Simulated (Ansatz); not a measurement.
**C₃H₇BO₂: small, medium and large basis sets**

An exercise on one series of results from a longer session: the logs are not shown, and one member is left open.

Program: Ansatz 0.2.0, Gaussian basis. Level of theory: one geometry, several basis sets. These are calculated values, not measurements.

Levels to be run: PBE0-D4/def2-SVP; ωB97M-V/def2-SVP; PBE0-D4/def2-QZVPP; ωB97M-V/def2-QZVPP; the functionals' def2-TZVPP values are taken from earlier runs.

**The relaxed structure**

All runs share one geometry, relaxed beforehand with PBE0-D4 in a triple-zeta def2 set.

SMILES `CBOC(C)=O`, 13 atoms, charge 0, spin multiplicity 1.

Atoms are counted from 1 here; the program's logs count them from 0.

Bond lengths: C1–B2 1.554 Å, C1–H7 1.091 Å, C1–H8 1.095 Å, C1–H9 1.097 Å, B2–O3 1.376 Å, B2–H10 1.196 Å, O3–C4 1.369 Å, C4–C5 1.494 Å, C4–O6 1.193 Å, C5–H11 1.087 Å, C5–H12 1.092 Å, C5–H13 1.092 Å. Angles: B2–C1–H7 114.1°, B2–C1–H8 110.5°, B2–C1–H9 109.0°, H7–C1–H8 109.2°, H7–C1–H9 108.6°, H8–C1–H9 105.0°, C1–B2–O3 118.3°, C1–B2–H10 123.2°, O3–B2–H10 118.5°, B2–O3–C4 122.6°, O3–C4–C5 111.1°, O3–C4–O6 122.8°, C5–C4–O6 126.0°, C4–C5–H11 110.0°, C4–C5–H12 109.5°, C4–C5–H13 109.7°, H11–C5–H12 110.3°, H11–C5–H13 110.3° and more.

Set-up of the first run:

The input, in.yaml:

```yaml
crystal:
  periodic: [false, false, false]
  atoms:
    - {symbol: C, position_ang: [-2.059066, -1.347629, 0.172199]}
    - {symbol: B, position_ang: [-1.211057, -0.092714, -0.173409]}
    - {symbol: O, position_ang: [0.156938, -0.174919, -0.049104]}
    - {symbol: C, position_ang: [0.998741, 0.809142, -0.493788]}
    - {symbol: C, position_ang: [2.271679, 0.821314, 0.287867]}
    - {symbol: O, position_ang: [0.732771, 1.520995, -1.412878]}
    - {symbol: H, position_ang: [-1.472646, -2.201605, 0.514502]}
    - {symbol: H, position_ang: [-2.814488, -1.104064, 0.926821]}
    - {symbol: H, position_ang: [-2.629520, -1.648102, -0.715213]}
    - {symbol: H, position_ang: [-1.691070, 0.949078, -0.511902]}
    - {symbol: H, position_ang: [2.940416, 1.583966, -0.102453]}
    - {symbol: H, position_ang: [2.743425, -0.161730, 0.231057]}
    - {symbol: H, position_ang: [2.054374, 1.011467, 1.341199]}
basis:
  gaussian: {orbitals: def2-SVP}
hamiltonian: {xc: pbe0, dispersion: d4}
output: {orbitals: {seedname: orbitals}}
```

Among the steps run: PBE0-D4 in def2-SVP; ωB97M-V in def2-SVP; PBE0-D4 in def2-QZVPP; ωB97M-V in def2-QZVPP.

One table of the session follows, with a row left open; its other results are not shown here.

It belongs to the step «Functionals by basis». 

```
functional       basis  HOMO (eV)
   PBE0-D4    def2-SVP          ?
   PBE0-D4  def2-TZVPP      -8.19
   PBE0-D4  def2-QZVPP      -8.21
   ωB97M-V    def2-SVP     -10.53
   ωB97M-V  def2-TZVPP     -10.64
   ωB97M-V  def2-QZVPP     -10.66
```

Q: Estimate the row for PBE0-D4, def2-SVP from the others.

As computed: HOMO (eV): -8.09. In the column «HOMO (eV)» it is the highest.
